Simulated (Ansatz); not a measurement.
# Al₂Br₂F₂H₂: how energies converge with the basis set

An exercise on one series of results from a longer session: the logs are not shown, and one member is left open.

Method: one geometry, several basis sets; program: Ansatz 0.2.0, Gaussian basis.

Levels to be run: PBE0-D4/def2-SVP; ωB97M-V/def2-SVP; PBE0-D4/def2-QZVPP; ωB97M-V/def2-QZVPP; the functionals' def2-TZVPP values are taken from earlier runs.

### Structure used throughout

An earlier PBE0-D4 in a triple-zeta def2 set relaxation fixed the geometry.

SMILES `[F][Al@H-]1[Br+][Al@H-]([F])[Br+]1`, 8 atoms, charge 0, spin multiplicity 1.

Atoms are counted from 1 here; the program's logs count them from 0.

Bond lengths: F1–Al2 1.646 Å, Al2–Br3 2.441 Å, Al2–Br6 2.441 Å, Al2–H7 1.562 Å, Br3–Al4 2.441 Å, Al4–F5 1.646 Å, Al4–Br6 2.442 Å, Al4–H8 1.562 Å. Angles: F1–Al2–Br3 106.6°, F1–Al2–Br6 106.6°, F1–Al2–H7 123.1°, Br3–Al2–Br6 93.8°, Br3–Al2–H7 111.3°, Br6–Al2–H7 111.3°, Al2–Br3–Al4 86.3°, Br3–Al4–F5 106.6°, Br3–Al4–Br6 93.7°, Br3–Al4–H8 111.3°, F5–Al4–Br6 106.6°, F5–Al4–H8 123.1°, Br6–Al4–H8 111.3°, Al2–Br6–Al4 86.2°.

The first run:

Input file in.yaml:

```yaml
crystal:
  periodic: [false, false, false]
  atoms:
    - {symbol: F, position_ang: [1.849958, -0.748403, 1.951933]}
    - {symbol: Al, position_ang: [1.542332, -0.533409, 0.349521]}
    - {symbol: Br, position_ang: [-0.556609, -1.688486, -0.120403]}
    - {symbol: Al, position_ang: [-1.542347, 0.533367, -0.349547]}
    - {symbol: F, position_ang: [-1.851262, 0.748778, -1.951651]}
    - {symbol: Br, position_ang: [0.556946, 1.688449, 0.119347]}
    - {symbol: H, position_ang: [2.601785, -0.802947, -0.766317]}
    - {symbol: H, position_ang: [-2.600803, 0.802652, 0.767117]}
basis:
  gaussian: {orbitals: def2-SVP}
hamiltonian: {xc: pbe0, dispersion: d4}
output: {orbitals: {seedname: orbitals}}
```

Run with:

```sh
ansatz run in.yaml --threads 4 --pin off --events-out ev --progress --plain --max-ram 11315MiB
```

Among the steps run: PBE0-D4 in def2-SVP; ωB97M-V in def2-SVP; PBE0-D4 in def2-QZVPP; ωB97M-V in def2-QZVPP.

One of the session's tables, all rows but one given; the rest of the session is left out.

It belongs to the step «Functionals by basis». 

| functional | basis | HOMO (eV) |
| --- | --- | --- |
| PBE0-D4 | def2-SVP | -9.17 |
| PBE0-D4 | def2-TZVPP | ? |
| PBE0-D4 | def2-QZVPP | -9.17 |
| ωB97M-V | def2-SVP | -11.28 |
| ωB97M-V | def2-TZVPP | -11.31 |
| ωB97M-V | def2-QZVPP | -11.32 |

Q: Estimate the row for PBE0-D4, def2-TZVPP from the others.

The run gave: HOMO (eV): -9.16. In the column «HOMO (eV)» it is the highest.
